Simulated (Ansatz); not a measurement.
A first try at an equation of state with a fit of CdPbS2, space group R-3m, using Ansatz 0.2.0, Python API.

`eos.py`
```python
# -*- coding: utf-8 -*-
from dataclasses import dataclass

import ansatz as az
import numpy as np
from pymatgen.analysis.eos import EOS


@dataclass
class Options:
    xc: str = "r2SCAN"
    ecut: int = 35
    filling: str = "cold"
    smearing_width: float = 0.01
    max_scf: int = 70
    mesh: tuple[int, ...] = (6, 6, 6)


settings = Options()

vectors0 = np.array([
    [2.039287, 1.177383, 6.622589],
    [-2.039287, 1.177383, 6.622589],
    [0.0, -2.354766, 6.622589],
])
sites = [
    ("Cd", [0.0, 0.0, 0.0]),
    ("Pb", [0.5, 0.5, 0.5]),
    ("S", [0.741278, 0.741278, 0.741278]),
    ("S", [0.258722, 0.258722, 0.258722]),
]


def build(cell):
    crystal = az.Crystal(lattice=az.Lattice.of(cell))
    for symbol, position in sites:
        crystal = crystal.atom(symbol, position)
    return crystal

volumes, energies, pressures = [], [], []
for scale in np.linspace(0.92, 1.08, 7):
    cell = vectors0 * scale ** (1 / 3)
    calculation = (
        build(cell).calculation()
        .functional(settings.xc)
        .basis(settings.ecut)
        .occupations(settings.filling, width=settings.smearing_width)
        .scf(max_iterations=settings.max_scf)
        .kpoints(*settings.mesh)
        .stress()
    )
    report = calculation.run(threads=1).report
    volumes.append(abs(np.linalg.det(cell)) / len(sites))
    energies.append(report["free_energy_ev"] / len(sites))
    pressures.append(np.trace(report["stress_gpa"]) / 3)
    print(f"V = {volumes[-1]:8.4f} A^3/atom  F = {energies[-1]:.5f} eV/atom  P = {pressures[-1]:8.3f} GPa")

for form in ["birch_murnaghan", "pourier_tarantola"]:
    fit = EOS(eos_name=form).fit(volumes, energies)
    print(f"{form:18s} V0 {fit.v0:8.4f} A^3/atom  B0 {fit.b0_GPa:7.1f} GPa  B1 {fit.b1:5.2f}")
```

`python eos.py` gives:
```text
DeckWarning: basis.ecutwfc = 35 eV is below the records' recommended 500 eV, and the density's cutoff is lower with it unless basis.ecutrho_ratio is high enough to keep the records' density cutoff: compare with a run at a higher cutoff
V =  21.9434 A^3/atom  F = -4908.33009 eV/atom  P = -1849.280 GPa
V =  22.5794 A^3/atom  F = -4907.00628 eV/atom  P = -1798.192 GPa
V =  23.2154 A^3/atom  F = -4905.41030 eV/atom  P = -1746.955 GPa
V =  23.8515 A^3/atom  F = -4906.82759 eV/atom  P = -1706.487 GPa
V =  24.4875 A^3/atom  F = -4904.94685 eV/atom  P = -1659.045 GPa
V =  25.1235 A^3/atom  F = -4902.88667 eV/atom  P = -1614.775 GPa
V =  25.7596 A^3/atom  F = -4901.76049 eV/atom  P = -1572.893 GPa
Traceback (most recent call last):
  File "eos.py", line 59, in <module>
    fit = EOS(eos_name=form).fit(volumes, energies)
  ...
pymatgen.analysis.eos.EOSError: The minimum volume of a fitted parabola is not in the input volumes.
```
(Warnings from the package without file and line; library frames cut from the traceback.)

Why does it end like this?

The fault: a cutoff meant in rydberg is read as eV, so the basis is far too small. The change:

```diff
--- before
+++ after
@@ -11,3 +11,3 @@
     xc: str = "r2SCAN"
-    ecut: int = 35
+    ecut: int = 550
     filling: str = "cold"
```

The mended script runs so:

```console
$ python eos.py
V =  21.9434 A^3/atom  F = -5500.82816 eV/atom  P =    4.772 GPa
V =  22.5794 A^3/atom  F = -5500.84219 eV/atom  P =    2.355 GPa
V =  23.2154 A^3/atom  F = -5500.84731 eV/atom  P =    0.275 GPa
V =  23.8515 A^3/atom  F = -5500.84476 eV/atom  P =   -1.515 GPa
V =  24.4875 A^3/atom  F = -5500.83562 eV/atom  P =   -3.055 GPa
V =  25.1235 A^3/atom  F = -5500.82079 eV/atom  P =   -4.380 GPa
V =  25.7596 A^3/atom  F = -5500.80109 eV/atom  P =   -5.518 GPa
birch_murnaghan    V0  23.3072 A^3/atom  B0    69.1 GPa  B1  4.51
pourier_tarantola  V0  23.3084 A^3/atom  B0    69.2 GPa  B1  4.41
```

Total energies depend on the potentials; only differences at equal settings carry meaning. Shape and fractional positions are held along the curve, so the bulk modulus is an upper value where they are free to relax. Pressure is positive in compression. Spin-orbit coupling, which matters for elements this heavy, is left out. This cell is a computed structure, which may not be the phase found in nature. It ran for 100 s on 1 thread of Arm Neoverse V1, with other jobs on the host, peak memory 0.93 GiB.
